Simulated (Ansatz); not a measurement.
# GaNH₂ (singlet): wave-function methods side by side, cc-pVTZ

One table from this session's results is given with a row withheld; the runs are named, their logs left out.

The runs use Ansatz 0.2.0, Gaussian basis; cc-pVTZ, core rule «outside noble gas», up to 15 orbitals frozen.

The runs, in order: UHF; CCSD(T) on RHF; BCCD(T) on RHF; CCSDT(Q) on RHF.

7 further runs of the same task are left out: 4 for a known fault of the program, 3 set aside as unsound or not needed.

### What is computed

The geometry is a PBE0/def2-TZVP stationary point (not a proven minimum). No spin-orbit coupling is included. The filled d shell of Ga may be among the frozen orbitals whatever the setting's name suggests; the logs give the count.

4 atoms, charge 0, spin multiplicity 1.

Atoms are counted from 1 here; the program's logs count them from 0.

Bond lengths: N1–Ga2 1.870 Å, N1–H3 1.011 Å, N1–H4 1.011 Å. Angles: Ga2–N1–H3 125.2°, Ga2–N1–H4 125.2°, H3–N1–H4 109.5°.

The first run:

File in.yaml:

```yaml
crystal:
  periodic: [false, false, false]
  atoms:
    - {symbol: N, position_ang: [0.000000, 0.000000, 1.506801]}
    - {symbol: Ga, position_ang: [0.000000, 0.000000, -0.363134]}
    - {symbol: H, position_ang: [0.000000, 0.825767, 2.090162]}
    - {symbol: H, position_ang: [0.000000, -0.825767, 2.090162]}
basis:
  gaussian: {orbitals: cc-pVTZ}
magnetization: {spin_polarized: true, initial_magnetization: 0}
hamiltonian: {xc: hf}
output: {orbitals: {seedname: orbitals}}
```

The run is started by

```
$ ansatz run in.yaml --threads 1 --pin off --events-out ev --progress --plain --max-ram 4096MiB --backend cpu
```

Steps of the session up to this table: UHF; CCSD(T) on RHF; BCCD(T) on RHF; CCSDT(Q) on RHF.

One of the session's tables, all rows but one given; the rest of the session is left out.

It belongs to the step «Misses and costs». 

```
   method  from RCCSDT(Q) (kJ/mol)
      RHF                   +801.5
     RMP2                    +75.5
    RCCSD                    +32.2
 RCCSD(T)                        ?
  BCCD(T)                     +2.5
   RCCSDT                     +1.8
RCCSDT(Q)                        0
```

**Question.** Estimate the row for RCCSD(T).

As computed: from RCCSDT(Q) (kJ/mol): +2.7. In the column «from RCCSDT(Q) (kJ/mol)» it lies between BCCD(T) (+2.5) and RCCSD (+32.2).

With the free atoms at the same levels and basis (separate runs), the atomisation energy is 11.365 eV at RCCSDT(Q), 11.355 eV at RCCSD(T), 7.468 eV at RHF.
